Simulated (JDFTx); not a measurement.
Wanted: the native input for a JDFTx 1.7.0 (patched build) run.

- Task: single point
- Functional: PBEsol
- Potentials or basis: PseudoDojo-SR-PBEsol-0.4.1-standard with smoothed tails
- Cutoff: 1116 eV
- Density cutoff: 8925 eV
- k mesh: 9 × 9 × 2
- Occupations: fermi-dirac, width 0.05 eV
- Spin: no spin polarisation
- Local potential set to -Z/r beyond: 6 bohr
- Bands: 55
- Density cutoff over wavefunction cutoff: 8
- Max SCF steps: 100
- SCF threshold on the energy: 1e-09 Ha
- Solver of the electrons: scf
- Further solve for the empty bands: yes

Crystal: Nb2SnC.

```
Sn Nb C
1.0
     3.28321    0.00000    0.00000
    -1.64160    2.84334    0.00000
     0.00000    0.00000   13.76861
Sn Nb C
2 4 2
Cartesian
  1.6416 0.9478 3.4422
  0.0000 1.8956 10.3265
  1.6416 0.9478 12.6215
  1.6416 0.9478 8.0314
  0.0000 1.8956 5.7372
  0.0000 1.8956 1.1471
  0.0000 0.0000 6.8843
  0.0000 0.0000 0.0000
```

The cell comes from a database or a generator and needn't be the stable form of this composition.

These files were run (other wordings do the same):

Nb2SnC.in

```
lattice \
    6.2043621705    -3.1021810852     0.0000000000 \
    0.0000000000     5.3731352540     0.0000000000 \
    0.0000000000     0.0000000000    26.0189050026
coords-type Lattice
ion Sn     0.6666666667     0.3333333333     0.2500000000 1
ion Sn     0.3333333333     0.6666666667     0.7500000000 1
ion Nb     0.6666666667     0.3333333333     0.9166842900 1
ion Nb     0.6666666667     0.3333333333     0.5833157100 1
ion Nb     0.3333333333     0.6666666667     0.4166842900 1
ion Nb     0.3333333333     0.6666666667     0.0833157100 1
ion C      0.0000000000     0.0000000000     0.5000000000 1
ion C      0.0000000000     0.0000000000     0.0000000000 1

ion-species pseudo/Sn.upf
ion-species pseudo/Nb.upf
ion-species pseudo/C.upf
elec-cutoff 41 328
elec-ex-corr gga-PBEsol
kpoint-folding 9 9 2
elec-smearing Fermi 0.0018374661
elec-n-bands 55
electronic-SCF nIterations 100 energyDiffThreshold 1e-09
electronic-minimize nIterations 30 energyDiffThreshold 1e-7
converge-empty-states yes
forces-output-coords Cartesian

dump-name run.$VAR
dump End Ecomponents EigStats BandEigs Kpoints Forces Stress ElecDensity Dtot KEdensity
```

Potentials or basis: PseudoDojo-SR-PBEsol-0.4.1-standard with smoothed tails.

Launch:

```console
$ jdftx -c 1 -i Nb2SnC.in -o Nb2SnC.out
```

Results of the run:

The pressure is -6.2 GPa and the largest force is 0.543 eV/Å. The band gap on the k mesh is none (metal or under the smearing width) and the loewdin charges are Sn -0.06; Nb +0.36; C -0.54 e.

Caveat: the empty levels aren't tightly converged.

Wall time 10 min on 1 thread of Intel(R) Xeon(R) 6975P-C (Granite Rapids), with other jobs on the host, peak memory 0.83 GiB.
